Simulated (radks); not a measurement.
# Tm with its nuclear charge varied continuously

Aim: the energy of 69 electrons in [Xe] 4f13 6s2 as the nuclear charge moves through non-integer values, and a test of dE/dZ = E(electron-nucleus)/Z.

Program: radks (a radial shooting solver on a logarithmic mesh, Libxc functionals) version 1. Level of theory: scalar-relativistic Kohn-Sham, r2SCAN, spin-unpolarised, spherical densities, finite nucleus. These are calculated values, not measurements, unless marked.

### Step 1. What is computed

* element: thulium (Z = 69)
* charge: 0
* electrons: 69
* configuration: [Xe] 4f13 6s2
* nuclear rms radius: 5.2256 fm

Outer shells as boxes (Hund's rule):

Tm
```
[Xe] core
4f [↑↓][↑↓][↑↓][↑↓][↑↓][↑↓][↑ ]
6s [↑↓]
```

### Step 2. Z = 69

Settings of this run:

```text
Z 69
configuration [Xe] 4f13 6s2
relativity scalar-relativistic
functional r2scan,r2scan
spin unpolarised
nucleus finite rms 5.2256 fm
c 137.035999084
```

### Step 3. Z = 68.8

Input: that of step 2 with these lines changed.

```diff
@@ -1,2 +1,2 @@
-Z 69
+Z 68.8
 configuration [Xe] 4f13 6s2
```

### Step 4. Z = 69.2

Input: that of step 3 with these lines changed.

```diff
@@ -1,2 +1,2 @@
-Z 68.8
+Z 69.2
 configuration [Xe] 4f13 6s2
```

### Step 5. Z = 69.4

Input: that of step 4 with these lines changed.

```diff
@@ -1,2 +1,2 @@
-Z 69.2
+Z 69.4
 configuration [Xe] 4f13 6s2
```

### Step 6. Z = 69.6

Input: that of step 5 with these lines changed.

```diff
@@ -1,2 +1,2 @@
-Z 69.4
+Z 69.6
 configuration [Xe] 4f13 6s2
```

### Step 7. Z = 69.8

Input: that of step 6 with these lines changed.

```diff
@@ -1,2 +1,2 @@
-Z 69.6
+Z 69.8
 configuration [Xe] 4f13 6s2
```

### Step 8. Z = 70

Input: that of step 7 with these lines changed.

```diff
@@ -1,2 +1,2 @@
-Z 69.8
+Z 70
 configuration [Xe] 4f13 6s2
```

**Question.** What will these runs give? Wanted: for each run, Z; E; E(electron-nucleus)/Z; highest level; its energy; <r>.

**Answer**, as computed:

```
   Z  E (hartree)  E(electron-nucleus)/Z (hartree)  highest level  its energy (eV)  <r> (bohr)
68.8  -13470.3117                         -481.150             4f           -0.569      0.8291
  69  -13567.3956                         -483.266             4f           -3.052      0.8077
69.2  -13664.9093                         -485.379             6s           -5.212       3.853
69.4  -13762.8525                         -487.491             6s           -6.547       3.700
69.6  -13861.2248                         -489.601             6s           -7.961       3.566
69.8  -13960.0263                         -491.711             6s           -9.447       3.447
  70  -14059.2570                         -493.821             6s          -11.001       3.340
```

In words: At Z = 69 the central difference of E is -486.494 hartree, against -483.266 from the Hellmann-Feynman theorem; the scalar-relativistic energy here is not variational, so the two differ by a part that grows with Z. The top level goes from -0.569 eV at Z = 68.8 to -11.001 eV at Z = 70. Between Z = 69 and 69.2 the top level changes from 4f to 6s, so the curve of the top level has a kink there, while E(Z) stays smooth.
